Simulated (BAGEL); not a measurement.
# As4 (arsenic tetramer): levels of theory compared

Aim: a comparison of 5 runs (HF/6-31G*, B3LYP/cc-pVDZ, PBE0/cc-pVDZ, B3LYP/6-31G*, RI-MP2/cc-pVDZ) of As4 (arsenic tetramer). 

Program for the calculation: BAGEL 1.2.2.

4 further runs of the same task are left out: 2 that didn't finish, 2 set aside as unsound or not needed.

### Step 1. The system as given

The species is As4 (4 atoms), meant as a singlet with charge 0. As SMILES, `[As]12[As]3[As]1[As]23`. The coordinates come from a PBE0-D4/def2-TZVP relaxation.

Bond lengths: As1–As2 2.424 Å, As1–As3 2.424 Å, As2–As3 2.424 Å, As1–As4 2.424 Å, As2–As4 2.424 Å, As3–As4 2.424 Å. Some angles: As1–As2–As3 60.0°, As1–As2–As4 60.0°, As3–As2–As4 60.0°, As2–As1–As3 60.0°, As2–As1–As4 60.0°, As3–As1–As4 60.0°, As1–As3–As2 60.0°, As1–As3–As4 60.0°, As2–As3–As4 60.0°, As1–As4–As2 60.0°.

### Step 2. The energy at HF/6-31G(d) (density fitting with cc-pvqz-jkfit, spherical functions) (run 1)

The input, calc.json:

```json
{ "bagel": [

{
  "title": "molecule",
  "basis": "6-31gs.json",
  "df_basis": "cc-pvqz-jkfit",
  "angstrom": "true",
  "geometry": [
    { "atom": "As", "xyz": [       0.408230,      -1.037610,       0.980150 ] },
    { "atom": "As", "xyz": [      -0.244980,       1.281220,       0.708840 ] },
    { "atom": "As", "xyz": [      -1.243230,      -0.430680,      -0.687660 ] },
    { "atom": "As", "xyz": [       1.079970,       0.187070,      -1.001320 ] }
  ]
},

{
  "title": "hf"
},

{
  "title": "print",
  "file": "orbitals.molden",
  "orbitals": "true"
}

]}
```

The basis set 6-31G* is read from a file made from the Basis Set Exchange's data (not shown).

Command:

```console
$ BAGEL_NUM_THREADS=1 BAGEL calc.json > calc.out
```

Log:

```text
* using 1 threads per process

  ===============================================================
  ===============================================================

  *** Geometry ***

  { "atom" : "As", "xyz" : [      0.771443,     -1.960799,      1.852215 ] },
  { "atom" : "As", "xyz" : [     -0.462945,      2.421155,      1.339513 ] },
  { "atom" : "As", "xyz" : [     -2.349364,     -0.813867,     -1.299489 ] },
  { "atom" : "As", "xyz" : [      2.040848,      0.353511,     -1.892221 ] },

  Number of auxiliary basis functions:      872

  Since a DF basis is specified, we compute 2- and 3-index integrals:
    o Being stored without compression. Storage requirement is 0.114 GB

  Number of basis functions:      128
  Number of electrons      :      132

    * METHOD: MOLECULE                             0.67

  *** RHF ***

  === Nuclear Repulsion ===
  1426.2375139597

      * DIIS with orbital gradients will be used.

  === RHF iteration (6-31gs.json) ===
      0      -8935.66507189          0.00396298           0.43
      1      -8935.69411670          0.00267382           0.42
      2      -8935.70169741          0.00052008           0.43
      3      -8935.70368724          0.00014541           0.43
      4      -8935.70382331          0.00003931           0.43
      5      -8935.70382739          0.00000915           0.43
      6      -8935.70382762          0.00000151           0.43
      7      -8935.70382763          0.00000012           0.43
      8      -8935.70382763          0.00000004           0.44
      9      -8935.70382763          0.00000001           0.43
     10      -8935.70382763          0.00000000           0.43
    * SCF iteration converged.

    * Permanent dipole moment:
           (   -0.000000,     0.000002,     0.000000) a.u.

    * METHOD: HF                                   5.24

    * METHOD: PRINT                                0.02

  ===============================================================
```

Wall time 6.3 s (1 thread of AMD EPYC 9R45 (Zen 5), shared host); peak memory 0.48 GiB.

### Step 3. The energy at B3LYP/cc-pVDZ (density fitting with cc-pvqz-jkfit) (run 2)

The input, job.json:

```json
{ "bagel": [

{
  "title": "molecule",
  "basis": "cc-pvdz.json",
  "df_basis": "cc-pvqz-jkfit",
  "angstrom": true,
  "geometry": [
    { "atom": "As", "xyz": [       0.408230,      -1.037610,       0.980150 ] },
    { "atom": "As", "xyz": [      -0.244980,       1.281220,       0.708840 ] },
    { "atom": "As", "xyz": [      -1.243230,      -0.430680,      -0.687660 ] },
    { "atom": "As", "xyz": [       1.079970,       0.187070,      -1.001320 ] }
  ]
},

{ "title": "ks", "xc_func": "b3lyp" },

{ "title": "print", "file": "orbitals.molden", "orbitals": true }

]}
```

The basis set cc-pVDZ is read from a file made from the Basis Set Exchange's data (not shown).

Command:

```console
$ BAGEL_NUM_THREADS=1 BAGEL job.json > job.out
```

Log:

```text
* using 1 threads per process

  ===============================================================
  ===============================================================

  *** Geometry ***

  { "atom" : "As", "xyz" : [      0.771443,     -1.960799,      1.852215 ] },
  { "atom" : "As", "xyz" : [     -0.462945,      2.421155,      1.339513 ] },
  { "atom" : "As", "xyz" : [     -2.349364,     -0.813867,     -1.299489 ] },
  { "atom" : "As", "xyz" : [      2.040848,      0.353511,     -1.892221 ] },

  Number of auxiliary basis functions:      872

  Since a DF basis is specified, we compute 2- and 3-index integrals:
    o Being stored without compression. Storage requirement is 0.081 GB

  Number of basis functions:      108
  Number of electrons      :      132

    * METHOD: MOLECULE                             0.54

  *** Kohn-Sham DFT ***

    * Removing 8489 points whose weight is below 1.00e-10
    * Grid points: 51135

  === Nuclear Repulsion ===
  1426.2375139597

       - DIIS with orbital gradients will be used.

  === KS iteration (b3lyp / cc-pvdz.json) ===
      0      -8923.18580253          0.09765364           0.54
      1      -8929.07628494          0.09322133           0.53
      2      -8933.16183704          0.06312584           0.53
[... 18 lines of this table left out ...]
     21      -8943.65225274          0.00000000           0.53
    * SCF iteration converged.

    * Permanent dipole moment:
           (    0.000005,    -0.000002,     0.000003) a.u.

    * METHOD: KS                                  11.93

    * METHOD: PRINT                                0.02

  ===============================================================
```

It took 13 s on 1 thread of AMD EPYC 9R45 (Zen 5), shared host; peak memory 0.54 GiB.

### Step 4. A single-point energy at PBE0/cc-pVDZ (density fitting with cc-pvqz-jkfit) (run 3)

The input, dft.json:

```json
{ "bagel": [

{
  "title": "molecule",
  "basis": "cc-pvdz.json",
  "df_basis": "cc-pvqz-jkfit",
  "angstrom": "true",
  "geometry": [
    { "atom": "As", "xyz": [       0.408230,      -1.037610,       0.980150 ] },
    { "atom": "As", "xyz": [      -0.244980,       1.281220,       0.708840 ] },
    { "atom": "As", "xyz": [      -1.243230,      -0.430680,      -0.687660 ] },
    { "atom": "As", "xyz": [       1.079970,       0.187070,      -1.001320 ] }
  ]
},

{ "title": "ks", "xc_func": "pbe0" },

{ "title": "print", "file": "orbitals.molden", "orbitals": "true" }

]}
```

The basis set cc-pVDZ is read from a file made from the Basis Set Exchange's data (not shown).

Command:

```console
$ BAGEL_NUM_THREADS=1 BAGEL dft.json > dft.out
```

Log:

```text
* using 1 threads per process

  ===============================================================
  ===============================================================

  *** Geometry ***

  { "atom" : "As", "xyz" : [      0.771443,     -1.960799,      1.852215 ] },
  { "atom" : "As", "xyz" : [     -0.462945,      2.421155,      1.339513 ] },
  { "atom" : "As", "xyz" : [     -2.349364,     -0.813867,     -1.299489 ] },
  { "atom" : "As", "xyz" : [      2.040848,      0.353511,     -1.892221 ] },

  Number of auxiliary basis functions:      872

  Since a DF basis is specified, we compute 2- and 3-index integrals:
    o Being stored without compression. Storage requirement is 0.081 GB

  Number of basis functions:      108
  Number of electrons      :      132

    * METHOD: MOLECULE                             0.55

  *** Kohn-Sham DFT ***

    * Removing 8489 points whose weight is below 1.00e-10
    * Grid points: 51135

  === Nuclear Repulsion ===
  1426.2375139597

       - DIIS with orbital gradients will be used.

  === KS iteration (pbe0 / cc-pvdz.json) ===
      0      -8922.06321379          0.09751057           0.54
      1      -8928.78114449          0.08778119           0.53
      2      -8932.45573051          0.06244179           0.53
[... 16 lines of this table left out ...]
     19      -8942.42417631          0.00000001           0.52
    * SCF iteration converged.

    * Permanent dipole moment:
           (    0.000004,    -0.000004,    -0.000000) a.u.

    * METHOD: KS                                  10.88

    * METHOD: PRINT                                0.02

  ===============================================================
```

Run time: 12 s. Hardware: 1 thread of AMD EPYC 9R45 (Zen 5), shared host; peak memory 0.54 GiB.

Run 4 isn't shown in full; the table further down has it.

### Step 5. A single-point energy at RI-MP2/cc-pVDZ (density fitting with cc-pvqz-jkfit) (run 5)

The input, input.json:

```json
{ "bagel" : [

{
  "title" : "molecule",
  "basis" : "cc-pvdz.json",
  "df_basis" : "cc-pvqz-jkfit",
  "angstrom" : "true",
  "geometry" : [
    { "atom" : "As", "xyz" : [       0.408230,      -1.037610,       0.980150 ] },
    { "atom" : "As", "xyz" : [      -0.244980,       1.281220,       0.708840 ] },
    { "atom" : "As", "xyz" : [      -1.243230,      -0.430680,      -0.687660 ] },
    { "atom" : "As", "xyz" : [       1.079970,       0.187070,      -1.001320 ] }
  ]
},

{ "title" : "hf" },

{ "title" : "mp2", "ncore" : 36 }

]}
```

The basis set cc-pVDZ is read from a file made from the Basis Set Exchange's data (not shown).

Command:

```console
$ BAGEL_NUM_THREADS=1 BAGEL input.json > input.out
```

Log:

```text
* using 1 threads per process

  ===============================================================
  ===============================================================

  *** Geometry ***

  { "atom" : "As", "xyz" : [      0.771443,     -1.960799,      1.852215 ] },
  { "atom" : "As", "xyz" : [     -0.462945,      2.421155,      1.339513 ] },
  { "atom" : "As", "xyz" : [     -2.349364,     -0.813867,     -1.299489 ] },
  { "atom" : "As", "xyz" : [      2.040848,      0.353511,     -1.892221 ] },

[... 23 lines left out ...]
    * SCF iteration converged.
[... 1 line left out ...]
    * Permanent dipole moment:
[... 2 lines left out ...]
    * METHOD: HF                                   3.61

  *** RHF ***

  === Nuclear Repulsion ===
  1426.2375139597

      * DIIS with orbital gradients will be used.

  === RHF iteration (cc-pvdz.json) ===
      0      -8936.76287560          0.00000000           0.36
    * SCF iteration converged.

    * Permanent dipole moment:
           (   -0.000000,     0.000001,     0.000000) a.u.

  === DF-MP2 calculation ===

    * freezing 36 orbitals
    * 3-index integral transformation done
    * assembly done

      MP2 correlation energy:   -0.4940131942      0.12

      MP2 total energy:       -8937.2568887916

    * METHOD: MP2                                  0.85

  ===============================================================
```

It took 5.4 s on 1 thread of AMD EPYC 9R45 (Zen 5), shared host; peak memory 0.39 GiB.

### Step 6. All runs side by side

| run | level | frozen core orbitals | energy (Eh) | dipole moment (D) | HOMO energy (eV) | LUMO energy (eV) | wall time |
| --- | --- | --- | --- | --- | --- | --- | --- |
| 1 | HF/6-31G* (density fitting with cc-pvqz-jkfit, spherical functions) | – | -8935.703828 | 0.00 | -8.94 | 1.93 | 6.3 s |
| 2 | B3LYP/cc-pVDZ (density fitting with cc-pvqz-jkfit) | – | -8943.652253 | 0.00 | -6.69 | -1.04 | 13 s |
| 3 | PBE0/cc-pVDZ (density fitting with cc-pvqz-jkfit) | – | -8942.424176 | 0.00 | -7.01 | -0.96 | 12 s |
| 4 | B3LYP/6-31G* (density fitting with cc-pvqz-jkfit, spherical functions) | – | -8942.610883 | 0.00 | -6.73 | -1.15 | 17 s |
| 5 | RI-MP2/cc-pVDZ (density fitting with cc-pvqz-jkfit) | 36 | -8937.256889 | – | – | – | 5.4 s |

### Step 7. Results

```
                                           quantity           value
                                run 5: total energy  -8937.25689 Eh
run 5: correlation energy (36 core orbitals frozen)      -494.0 mEh
```

In words: Over runs 1, 2, 3, 4 the HOMO–LUMO gap runs from 5.57 eV (B3LYP/6-31G*) to 10.87 eV (HF/6-31G*). Exact exchange widens orbital gaps. Totals of different functionals can't be ranked against each other. All runs together took 53 s, the longest 17 s.
